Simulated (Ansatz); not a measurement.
# C₃H₅F₃O: small, medium and large basis sets

One table from this session's results is given with a row withheld; the runs are named, their logs left out.

The runs use Ansatz 0.2.0, Gaussian basis; one geometry, several basis sets.

Levels to be run: PBE0-D4/def2-SVP; ωB97M-V/def2-SVP; PBE0-D4/def2-QZVPP; ωB97M-V/def2-QZVPP; the functionals' def2-TZVPP values are taken from earlier runs.

## Structure used throughout

All runs share one geometry, relaxed beforehand with PBE0-D4 in a triple-zeta def2 set.

SMILES `FCCOC(F)F`, 12 atoms, charge 0, spin multiplicity 1.

Atoms are counted from 1 here; the program's logs count them from 0.

Bond lengths: F1–C2 1.382 Å, C2–C3 1.504 Å, C2–H8 1.093 Å, C2–H9 1.095 Å, C3–O4 1.416 Å, C3–H10 1.091 Å, C3–H11 1.097 Å, O4–C5 1.356 Å, C5–F6 1.352 Å, C5–F7 1.343 Å, C5–H12 1.095 Å. Angles: F1–C2–C3 110.4°, F1–C2–H8 108.2°, F1–C2–H9 107.9°, C3–C2–H8 111.0°, C3–C2–H9 109.6°, H8–C2–H9 109.7°, C2–C3–O4 114.4°, C2–C3–H10 109.0°, C2–C3–H11 109.5°, O4–C3–H10 105.2°, O4–C3–H11 110.4°, H10–C3–H11 108.2°, C3–O4–C5 116.9°, O4–C5–F6 110.6°, O4–C5–F7 107.8°, O4–C5–H12 113.6°, F6–C5–F7 106.6°, F6–C5–H12 108.4° and more.

The first run:

in.yaml

```yaml
crystal:
  periodic: [false, false, false]
  atoms:
    - {symbol: F, position_ang: [-1.485382, 0.483526, 1.041195]}
    - {symbol: C, position_ang: [-0.204464, 0.174008, 1.458602]}
    - {symbol: C, position_ang: [0.469327, -0.725438, 0.458586]}
    - {symbol: O, position_ang: [0.915746, -0.067826, -0.712852]}
    - {symbol: C, position_ang: [-0.036395, 0.345995, -1.584452]}
    - {symbol: F, position_ang: [-0.300086, 1.660939, -1.412655]}
    - {symbol: F, position_ang: [0.458696, 0.213138, -2.825879]}
    - {symbol: H, position_ang: [0.349618, 1.108235, 1.580173]}
    - {symbol: H, position_ang: [-0.279486, -0.339492, 2.422300]}
    - {symbol: H, position_ang: [1.369269, -1.146940, 0.910038]}
    - {symbol: H, position_ang: [-0.202665, -1.552852, 0.199407]}
    - {symbol: H, position_ang: [-0.977278, -0.208392, -1.500663]}
basis:
  gaussian: {orbitals: def2-SVP}
hamiltonian: {xc: pbe0, dispersion: d4}
output: {orbitals: {seedname: orbitals}}
```

Launch:

```sh
> ansatz run in.yaml --threads 4 --pin off --events-out ev --progress --plain --max-ram 11315MiB
```

Steps of the session up to this table: PBE0-D4 in def2-SVP; ωB97M-V in def2-SVP; PBE0-D4 in def2-QZVPP; ωB97M-V in def2-QZVPP.

One table of the session follows, with a row left open; its other results are not shown here.

It belongs to the step «Functionals by basis». 

| functional | basis | HOMO (eV) | LUMO (eV) |
| --- | --- | --- | --- |
| PBE0-D4 | def2-SVP | -8.86 | 1.76 |
| PBE0-D4 | def2-TZVPP | -8.99 | 1.25 |
| PBE0-D4 | def2-QZVPP | -9.03 | 0.67 |
| ωB97M-V | def2-SVP | -11.27 | 3.43 |
| ωB97M-V | def2-TZVPP | ? | ? |
| ωB97M-V | def2-QZVPP | -11.46 | 1.79 |

**Question.** Estimate the row for ωB97M-V, def2-TZVPP.

As computed: HOMO (eV): -11.41; LUMO (eV): 2.69. In the column «HOMO (eV)» it lies between ωB97M-V, def2-QZVPP (-11.46) and ωB97M-V, def2-SVP (-11.27).
